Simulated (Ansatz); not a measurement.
# CH₅B₂N: small, medium and large basis sets

The task here is to estimate one member of a computed series from the others.

The runs use Ansatz 0.2.0, Gaussian basis; one geometry, several basis sets.

Plan: PBE0-D4/def2-SVP; ωB97M-V/def2-SVP; PBE0-D4/def2-QZVPP; ωB97M-V/def2-QZVPP; the functionals' def2-TZVPP values are taken from earlier runs.

1 further run of the same task is left out (it didn't finish).

## The relaxed structure

All runs share one geometry, relaxed beforehand with PBE0-D4 in a triple-zeta def2 set.

9 atoms, charge 0, spin multiplicity 1.

Atoms are counted from 1 here; the program's logs count them from 0.

Bond lengths: B1–C2 1.464 Å, B1–B3 1.724 Å, B1–H5 1.296 Å, B1–H6 1.182 Å, C2–B3 1.673 Å, C2–N4 1.437 Å, C2–H7 1.086 Å, B3–N4 1.456 Å, B3–H5 1.442 Å, B3–H8 1.186 Å, N4–H9 1.013 Å. Angles: C2–B1–B3 62.7°, C2–B1–H5 104.6°, C2–B1–H6 138.4°, B3–B1–H5 54.9°, B3–B1–H6 139.1°, H5–B1–H6 116.4°, B1–C2–B3 66.3°, B1–C2–N4 110.6°, B1–C2–H7 125.6°, B3–C2–N4 55.2°, B3–C2–H7 129.5°, N4–C2–H7 119.6°, B1–B3–C2 51.0°, B1–B3–N4 96.8°, B1–B3–H5 47.3°, B1–B3–H8 129.6°, C2–B3–N4 54.1°, C2–B3–H5 88.8° and more.

The first run:

The input, in.yaml:

```yaml
crystal:
  periodic: [false, false, false]
  atoms:
    - {symbol: B, position_ang: [-0.430043, 1.079642, 0.257142]}
    - {symbol: C, position_ang: [0.828766, 0.351951, 0.089539]}
    - {symbol: B, position_ang: [-0.531401, -0.591413, -0.152658]}
    - {symbol: N, position_ang: [0.698719, -0.653416, -0.928779]}
    - {symbol: H, position_ang: [-1.220150, 0.578192, -0.638945]}
    - {symbol: H, position_ang: [-0.915369, 1.843356, 1.017157]}
    - {symbol: H, position_ang: [1.609948, 0.259193, 0.837784]}
    - {symbol: H, position_ang: [-1.228679, -1.439155, 0.296041]}
    - {symbol: H, position_ang: [1.276711, -1.474649, -0.794382]}
basis:
  gaussian: {orbitals: def2-SVP}
hamiltonian: {xc: pbe0, dispersion: d4}
output: {orbitals: {seedname: orbitals}}
```

Started as:

```
ansatz run in.yaml --threads 2 --pin off --events-out ev --progress --plain --max-ram 4352MiB
```

Steps of the session up to this table: PBE0-D4 in def2-SVP; ωB97M-V in def2-SVP; PBE0-D4 in def2-QZVPP; ωB97M-V in def2-QZVPP.

One table of the session follows, with a row left open; its other results are not shown here.

It belongs to the step «Functionals by basis». 

| functional | basis | HOMO (eV) | LUMO (eV) |
| --- | --- | --- | --- |
| PBE0-D4 | def2-SVP | -6.46 | -0.36 |
| PBE0-D4 | def2-TZVPP | -6.55 | -0.53 |
| PBE0-D4 | def2-QZVPP | -6.57 | -0.56 |
| ωB97M-V | def2-SVP | -8.61 | 1.71 |
| ωB97M-V | def2-TZVPP | -8.73 | 1.38 |
| ωB97M-V | def2-QZVPP | ? | ? |

**Question.** Estimate the row for ωB97M-V, def2-QZVPP.

**Answer.** HOMO (eV): -8.74; LUMO (eV): 1.24. In the column «HOMO (eV)» it is the lowest.
